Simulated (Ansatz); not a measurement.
# ScGaTe3: the cost of one run

Method: DFT PBE, scalar-relativistic, plane waves, PAW, in Ansatz 0.2.0.

1 further run of the same task is left out (set aside as unsound or not needed). Runs told in other sessions of the task aren't counted.

## Step 1: Starting point

It takes space group Pm-3m (No. 221, cubic). Conventional cell: a = 5.599 Å, b = 5.599 Å, c = 5.599 Å, α = 90.00°, β = 90.00°, γ = 90.00°. Sc (site symmetry m-3m) is surrounded by 6 Te at 2.80 Å. Ga (site symmetry m-3m) is surrounded by 12 Te at 3.96 Å. Te (site symmetry 4/mmm) is surrounded by 2 Sc at 2.80 Å and 4 Ga at 3.96 Å.

As a file:

```cif
data_structure
_symmetry_space_group_name_H-M 'P 1'
_symmetry_Int_Tables_number 1
_cell_length_a 5.5995
_cell_length_b 5.5995
_cell_length_c 5.5995
_cell_angle_alpha 90.000
_cell_angle_beta 90.000
_cell_angle_gamma 90.000
_cell_volume 175.57
loop_
_atom_site_label
_atom_site_type_symbol
_atom_site_fract_x
_atom_site_fract_y
_atom_site_fract_z
_atom_site_occupancy
Sc1 Sc 0.00000 0.00000 0.00000 1
Ga1 Ga 0.50000 0.50000 0.50000 1
Te1 Te 0.50000 0.00000 0.00000 1
Te2 Te 0.00000 0.50000 0.00000 1
Te3 Te 0.00000 0.00000 0.50000 1
```

The cell was relaxed beforehand at this level, from a database cell with other species swapped in; it is a trial structure. At a tolerance of 0.05 Å it has space group Pm-3m (No. 221); it has 35.11 Å³/atom, an uncorrected energy of -0.28 eV/atom over the elements.

## Step 2: Static run: bands, density of states and charges

The input, input.yaml:

```yaml
crystal:
  lattice:
    - [5.5994634116, 0.0, 0.0]
    - [0.0, 5.5994634116, 0.0]
    - [0.0, 0.0, 5.5994634116]
  atoms:
    - { symbol: Sc, position: [0.0, 0.0, 0.0] }
    - { symbol: Ga, position: [0.5, 0.5, 0.5] }
    - { symbol: Te, position: [0.5, 0.0, 0.0] }
    - { symbol: Te, position: [0.0, 0.5, 0.0] }
    - { symbol: Te, position: [0.0, 0.0, 0.5] }
basis:
  ecutwfc: 420
kpoints:
  mp_grid: { grid: [8, 8, 8] }
  band_path:
    path:
      - [[0.0, 0.0, 0.0], [0.0, 0.5, 0.0], [0.5, 0.5, 0.0], [0.0, 0.0, 0.0], [0.5, 0.5, 0.5], [0.0, 0.5, 0.0]]
      - [[0.5, 0.5, 0.5], [0.5, 0.5, 0.0]]
    npoints: 14
hamiltonian:
  xc: pbe
scf:
  occupations: { method: gaussian, width: 0.1 }
  n_extra_bands: 12
output:
  forces: true
  stress: true
  eigenvalues: true
  populations: true
  dos: { projected: true, de: 0.02, nscf_kmesh: { grid: [10, 10, 10] } }
  bader: true
  write_density: true
  write_potential: true
  elf: true
  volumetric_format: npy
```

Run with:

```sh
$ ansatz run input.yaml --threads 1 --pin off --max-ram 2560MiB --backend cpu --events-out ev --progress --plain --runs-dir out
```

**Question.** How long does this run take on 1 thread of Intel Xeon at 2.50GHz (Skylake/Cascade Lake), shared host, and how much memory does it need?

About 2.6 min, with a peak of 0.73 GiB.
